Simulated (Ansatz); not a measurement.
# LaC (rocksalt): a single-point run

Aim: a sound single-point run of LaC (rocksalt). The structure is shown as the input types it.

Method: DFT r2SCAN, scalar-relativistic, plane waves, PAW, in Ansatz 0.2.0.

2 further runs of the same task are left out: 1 that didn't finish, 1 set aside as unsound or not needed.

## (1) The structure to begin with

Symmetry: Fm-3m, No. 225, cubic system. Conventional cell: a = 5.444 Å, b = 5.444 Å, c = 5.444 Å, α = 90.00°, β = 90.00°, γ = 90.00°. Around La (site symmetry m-3m) lie 6 C at 2.72 Å. C (site symmetry m-3m) is surrounded by 6 La at 2.72 Å.

Structure file:

```xyz
2
Lattice="0.0000 2.7220 2.7220 2.7220 0.0000 2.7220 2.7220 2.7220 0.0000" Properties=species:S:1:pos:R:3 pbc="T T T"
La    2.7220    2.7220    2.7220
C     0.0000    0.0000    0.0000
```

## (2) The calculation

File input.yaml:

```yaml
crystal:
  lattice:
    - [0.0, 2.7220337006, 2.7220337006]
    - [2.7220337006, 0.0, 2.7220337006]
    - [2.7220337006, 2.7220337006, 0.0]
  atoms:
    - { symbol: La, position: [0.5, 0.5, 0.5] }
    - { symbol: C, position: [0.0, 0.0, 0.0] }
basis:
  ecutwfc: 500
  ecutrho_ratio: 4
kpoints:
  mp_grid: { grid: [1, 1, 1] }
hamiltonian:
  xc: r2scan
scf:
  occupations: { method: gaussian, width: 0.05 }
  max_iter: 50
output:
  forces: true
  stress: true
```

Launch:

```sh
$ ansatz run input.yaml --threads 2 --pin off --max-ram 2662MiB --backend cpu --events-out ev --progress --plain --runs-dir out
```

Q: Will this input give a usable result? If not, why, and what should change?

The run converged and reported no error. It gives a pressure of 33 GPa, which is large; a structure far from rest gives such values too, whatever the setting.

The suspect setting: kpoints.mp_grid.grid is [1, 1, 1]. One k-point can't sample the Brillouin zone of so small a cell.

The test: set kpoints.mp_grid.grid to [12, 12, 12].
